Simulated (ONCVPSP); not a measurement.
**An ONCV potential for Pm, from input to tests**

Aim: build the potential from the settings below, then test how well it stands in for the atom: other configurations, scattering, ghost states and the plane-wave cutoff that it needs.

Method: ONCVPSP 4.0.1.1 (patched build), PBE, scalar-relativistic.

### 1 Starting point

The settings as typed:

```
element                 : promethium (Pm, Z = 61)
type                    : optimised norm-conserving Vanderbilt (ONCV)
frozen core             : [Kr] 4d10
valence charge          : 15
reference configuration : 4f4.5 5s2 5p6 5d0.5 6s2
partial waves           : 5s+6s: rc 2.20 bohr, ncon 3, nbas 6, qcut 4.5 1/bohr, 3 projectors, debl 2.2 Ha; 5p: rc 2.35 bohr, ncon 3, nbas 6, qcut 4.8 1/bohr, 1 projector; 5d: rc 2.75 bohr, ncon 3, nbas 7, qcut 4 1/bohr, 2 projectors, debl 1.7 Ha; 4f: rc 1.65 bohr, ncon 3, nbas 8, qcut 11.1 1/bohr, local
local potential         : the f channel
core correction         : Teter function, fcfact 2, rcfact 1.65
```

### 2 Generating the potential

Contents of Pm.dat:

```
# ATOM AND REFERENCE CONFIGURATION
# atsym  z   nc   nv     iexc    psfile
  Pm 61.00    9    5        4      upf
#
#   n    l    f
    1    0    2.00
    2    0    2.00
    2    1    6.00
    3    0    2.00
    3    1    6.00
    3    2   10.00
    4    0    2.00
    4    1    6.00
    4    2   10.00
    4    3    4.50
    5    0    2.00
    5    1    6.00
    5    2    0.50
    6    0    2.00
#
# PSEUDOPOTENTIAL AND OPTIMIZATION
# lmax
    3
#
#   l,   rc,      ep,       ncon, nbas, qcut
    0    2.20    0.00    3    6    4.50
    1    2.35    0.00    3    6    4.80
    2    2.75    0.00    3    7    4.00
    3    1.65    0.00    3    8   11.10
#
# LOCAL POTENTIAL
# lloc, lpopt,  rc(5),   dvloc0
    3    5    1.65    0.00
#
# VANDERBILT-KLEINMAN-BYLANDER PROJECTORs
# l, nproj, debl
    0    3    2.20
    1    1    0.30
    2    2    1.70
    3    0    2.40
#
# MODEL CORE CHARGE
# icmod, fcfact, rcfact
    3    2.00    1.65
#
# LOG DERIVATIVE ANALYSIS
# epsh1, epsh2, depsh
   -3.00    5.00    0.02
#
# OUTPUT GRID
# rlmax, drl
    6.00    0.01
#
# TEST CONFIGURATIONS
# ncnf
    4
# nvcnf
#   n    l    f
    5
    4    3    5.00
    5    0    2.00
    5    1    6.00
    5    2    0.00
    6    0    2.00
#
    5
    4    3    5.00
    5    0    2.00
    5    1    6.00
    5    2    0.00
    6    0    1.00
#
    5
    4    3    5.00
    5    0    2.00
    5    1    6.00
    5    2    0.00
    6    0    0.00
#
    5
    4    3    4.00
    5    0    2.00
    5    1    6.00
    5    2    0.00
    6    0    2.00
#
```

The run is started by

```
$ oncvpsp.x < Pm.dat > Pm.out
```

What does the calculation give? Wanted: cutoffs for 1 and 0.1 mHa per electron, occupied waves; bound ghosts; GHOST(+) flags; largest phase difference near zero energy, channels read; rms error of d²Exc/dn², without and with the model core.

The runs gave:

| quantity | value |
| --- | --- |
| cutoffs for 1 and 0.1 mHa per electron, occupied waves | 48 Ha and 53 Ha |
| bound ghosts | s at -815.84 eV, p at -39.30 eV |
| GHOST(+) flags | s at 34 eV, d at 150 eV |
| largest phase difference near zero energy, channels read | 0.056 rad |
| rms error of d²Exc/dn², without and with the model core | 6.83 and 3.69 mHa |

What this shows: It has a bound ghost (s, p), a state that the atom doesn't have, and that rules the file out. By its cutoff, 48 Ha for the looser tolerance, it is hard. At the looser tolerance the 4f wave is the slowest; 5s needs 8 Ha. Of the channels read, f scatters worst near zero energy, by up to 0.06 rad (at the energies tabulated). The pseudo curves have poles with no partner nearby in the atom's: s at 0.69 Ha, p at -1.47 Ha. At positive energy that is a spurious or a displaced resonance. The program also flags highly localised states, GHOST(+) (s, d). All of this concerns the isolated atom, not yet a solid.
